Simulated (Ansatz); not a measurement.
**GeClF (SMILES [F][Ge][Cl]) at B3LYP/6-31G(d) (Cartesian functions)**

Aim: the vertical singlet–triplet gap of GeClF at B3LYP/6-31G* (Cartesian functions), from 2 runs. 

The results are computed with Ansatz 0.2.0.

33 further runs of the same task are left out: 33 set aside as unsound or not needed.

## Step 1: The system as given

GeClF has 3 atoms, charge 0, and is taken as a singlet. As SMILES, `[F][Ge][Cl]`. Geometry: relaxed at PBE0-D4/def2-TZVP.

Bond lengths: F1–Ge2 1.748 Å, Ge2–Cl3 2.180 Å. Angles: F1–Ge2–Cl3 98.3°.

## Step 2: The energy at B3LYP/6-31G(d) (Cartesian functions)

The input, run.yaml:

```yaml
crystal:
  periodic: [false, false, false]
  atoms:
    - {symbol: F, position_ang: [0.110400, 1.418700, 0.206200]}
    - {symbol: Ge, position_ang: [-0.762800, 0.035600, -0.410300]}
    - {symbol: Cl, position_ang: [0.641600, -1.519100, 0.191000]}
basis:
  gaussian: {orbitals: "6-31G*"}
hamiltonian: {xc: {name: B3LYP}}
accuracy: high
output: {orbitals: {seedname: orbitals}}
```

Run with:

```sh
$ ansatz run run.yaml --threads 1 --pin off --max-ram 3480MiB --events-out events.jsonl --progress --plain --runs-dir runs
```

The log of the run:

```text
Warning: RAYON_NUM_THREADS=1 ignored (pool sized by the plan → 1); use --threads N
Functional definition: B3LYP
  name "B3LYP"
  parameter a0 = 0.2
  parameter ax = 0.72
  parameter ac = 0.81
  exchange = (1 - a0 - ax)*slater_x + ax*b88_x + a0*exact_x
  correlation = (1 - ac)*vwn_rpa_c + ac*lyp_c
1241 factors; integrals over basis functions are off by at most 3.7e-9 eV
mean field evaluation 1: about -71750.8424 eV, gradient 3.8e1 eV
mean field evaluation 2: about -71737.6895 eV, gradient 9.7e1 eV
mean field evaluation 4: about -71753.2863 eV, gradient 4.8e0 eV
mean field evaluation 8: about -71753.3705 eV, gradient 4.6e-2 eV
mean field evaluation 16: about -71753.3705 eV, gradient 2.3e-6 eV
mean field -71753.37047484 eV, -2636.8877287692 hartree, gradient 1.6e-8 eV, S^2 0.000000; 0 other end points of the search recorded, 0 dependent functions left out
reference -71753.37050561 eV, -2636.8877298999 hartree; 29, 29 occupied and 40, 40 virtual orbitals, 1241 factors
Total energy: -71753.37050561 eV, -2636.8877298999 hartree
```

It took 4.2 s on 1 thread of Arm Neoverse V2, shared host; peak memory 0.19 GiB.

## Step 3: The triplet

The input, job.yaml:

```yaml
crystal:
  periodic: [false, false, false]
  atoms:
    - {symbol: F, position_ang: [0.110400, 1.418700, 0.206200]}
    - {symbol: Ge, position_ang: [-0.762800, 0.035600, -0.410300]}
    - {symbol: Cl, position_ang: [0.641600, -1.519100, 0.191000]}
basis:
  gaussian:
    orbitals: "6-31G*"
total_charge: 0
magnetization:
  spin_polarized: true
  initial_magnetization: 2
hamiltonian:
  xc: {name: B3LYP}
accuracy: high
output:
  orbitals: {seedname: orbitals}
```

Run with:

```sh
$ ansatz run job.yaml --threads 1 --pin off --max-ram 3480MiB --events-out events.jsonl --progress --plain --runs-dir runs
```

The log of the run:

```text
Warning: RAYON_NUM_THREADS=1 ignored (pool sized by the plan → 1); use --threads N
Functional definition: B3LYP
  name "B3LYP"
  parameter a0 = 0.2
  parameter ax = 0.72
  parameter ac = 0.81
  exchange = (1 - a0 - ax)*slater_x + ax*b88_x + a0*exact_x
  correlation = (1 - ac)*vwn_rpa_c + ac*lyp_c
1241 factors; integrals over basis functions are off by at most 3.7e-9 eV
mean field evaluation 1: about -71748.0820 eV, gradient 2.4e1 eV
mean field evaluation 2: about -71733.3155 eV, gradient 6.8e1 eV
mean field evaluation 4: about -71749.9302 eV, gradient 3.8e0 eV
mean field evaluation 8: about -71750.0327 eV, gradient 2.0e-1 eV
mean field evaluation 16: about -71750.0331 eV, gradient 5.6e-4 eV
mean field -71750.03310398 eV, -2636.7650826520 hartree, gradient 8.5e-8 eV, S^2 2.003429; 0 other end points of the search recorded, 0 dependent functions left out
reference -71750.03313491 eV, -2636.7650837888 hartree; 30, 28 occupied and 39, 41 virtual orbitals, 1241 factors
Total energy: -71750.03313491 eV, -2636.7650837888 hartree
```

It took 7.8 s on 1 thread of Arm Neoverse V2, shared host; peak memory 0.28 GiB.

## Step 4: What came out

Level: B3LYP/6-31G* (Cartesian functions).

```
                                        quantity           value
                           singlet: total energy  -2636.88773 Eh
                            singlet: HOMO energy        -8.16 eV
                            singlet: LUMO energy        -2.98 eV
                          singlet: HOMO–LUMO gap         5.18 eV
                           triplet: total energy  -2636.76508 Eh
     triplet: HOMO energy (highest over α and β)        -4.93 eV
                                   triplet: ⟨S²⟩           2.003
vertical energy of the triplet above the singlet        3.337 eV
```

At this shape the triplet lies 3.34 eV (322 kJ/mol) above the singlet.
